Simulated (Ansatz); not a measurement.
# C2H4ClIn: a ladder of functionals and wavefunction methods

The task here is to estimate one member of a computed series from the others.

The runs use Ansatz 0.2.0, Gaussian basis; functionals in def2-TZVPP, the program's frozen cores in correlated methods.

Plan: LDA (SPW92), PBE-D4, revPBE-D4, BLYP-D4, r2SCAN-D4, B97M-V, PBE0-D4, B3LYP-D4, r2SCANh-D4, r2SCAN0-D4, HSE06-D4, BHLYP-D4, CAM-B3LYP-D4, LC-ωPBE, ωB97X-V, ωB97M-V, B2PLYP, PBE-QIDH; CCSD(T)/def2-SVP; CCSD(T)/def2-TZVPP; CCSD(T)/def2-QZVPP; extrapolation to the limit; RPA on PBE.

**The geometry**

All runs share one geometry, relaxed beforehand with PBE0-D4 in a triple-zeta def2 set. In takes the def2 core potential; no spin-orbit term is included.

SMILES `C=[CH][InH][Cl]`, 8 atoms, charge 0, spin multiplicity 1.

Atoms are counted from 1 here; the program's logs count them from 0.

Bond lengths: C1–C2 1.330 Å, C1–H5 1.087 Å, C1–H6 1.088 Å, C2–In3 2.114 Å, C2–H7 1.087 Å, In3–Cl4 2.356 Å, In3–H8 1.703 Å. Angles: C2–C1–H5 122.0°, C2–C1–H6 121.8°, H5–C1–H6 116.2°, C1–C2–In3 120.0°, C1–C2–H7 119.2°, In3–C2–H7 120.8°, C2–In3–Cl4 108.6°, C2–In3–H8 138.5°, Cl4–In3–H8 112.9°.

The first run:

in.yaml reads:

```yaml
crystal:
  periodic: [false, false, false]
  atoms:
    - {symbol: C, position_ang: [-0.787586, 1.164579, 0.310371]}
    - {symbol: C, position_ang: [0.410224, 0.763013, -0.105503]}
    - {symbol: In, position_ang: [0.817482, -1.299794, -0.325061]}
    - {symbol: Cl, position_ang: [-1.112855, -2.514155, 0.266897]}
    - {symbol: H, position_ang: [-1.581178, 0.460893, 0.547525]}
    - {symbol: H, position_ang: [-1.028390, 2.219010, 0.432354]}
    - {symbol: H, position_ang: [1.170427, 1.507566, -0.328998]}
    - {symbol: H, position_ang: [2.111855, -2.301120, -0.797585]}
basis:
  gaussian: {orbitals: def2-TZVPP}
hamiltonian: {xc: lda}
output: {orbitals: {seedname: orbitals}}
```

On the command line:

```sh
$ ansatz run in.yaml --threads 2 --pin off --events-out ev --progress --plain --max-ram 32768MiB --backend cpu
```

Among the steps run: LDA; PBE-D4 (GGA); revPBE-D4 (GGA); BLYP-D4 (GGA); r2SCAN-D4 (meta-GGA); B97M-V (meta-GGA); PBE0-D4 (hybrid); B3LYP-D4 (hybrid); r2SCANh-D4 (hybrid); r2SCAN0-D4 (hybrid); HSE06-D4 (hybrid); BHLYP-D4 (hybrid); CAM-B3LYP-D4 (range-separated); LC-ωPBE (range-separated); ωB97X-V (range-separated); ωB97M-V (range-separated); B2PLYP (double hybrid); PBE-QIDH (double hybrid).

One of the session's tables, all rows but one given; the rest of the session is left out.

It belongs to the step «Orbital energies across the functionals». 

| functional | HOMO (eV) | LUMO (eV) | gap (eV) |
| --- | --- | --- | --- |
| LDA (SPW92) | -6.87 | -2.93 | 3.94 |
| PBE-D4 | -6.73 | -2.66 | 4.08 |
| revPBE-D4 | -6.67 | -2.54 | 4.13 |
| BLYP-D4 | -6.58 | -2.59 | 4.00 |
| r2SCAN-D4 | -7.03 | -2.45 | 4.57 |
| B97M-V | -7.11 | -2.60 | 4.51 |
| PBE0-D4 | -8.01 | -1.89 | 6.12 |
| B3LYP-D4 | -7.77 | -2.15 | 5.63 |
| r2SCANh-D4 | -7.50 | -2.17 | 5.32 |
| r2SCAN0-D4 | -8.20 | -1.77 | 6.43 |
| HSE06-D4 | ? | ? | ? |
| BHLYP-D4 | -9.16 | -1.17 | 7.99 |
| CAM-B3LYP-D4 | -9.34 | -1.03 | 8.31 |
| LC-ωPBE | -10.69 | 0.08 | 10.77 |
| ωB97X-V | -10.34 | -0.04 | 10.30 |
| ωB97M-V | -10.19 | -0.27 | 9.92 |

Q: Estimate the row for HSE06-D4 from the others.

**Answer.** HOMO (eV): -7.61; LUMO (eV): -2.25; gap (eV): 5.36. In the column «HOMO (eV)» it lies between B3LYP-D4 (-7.77) and r2SCANh-D4 (-7.50).
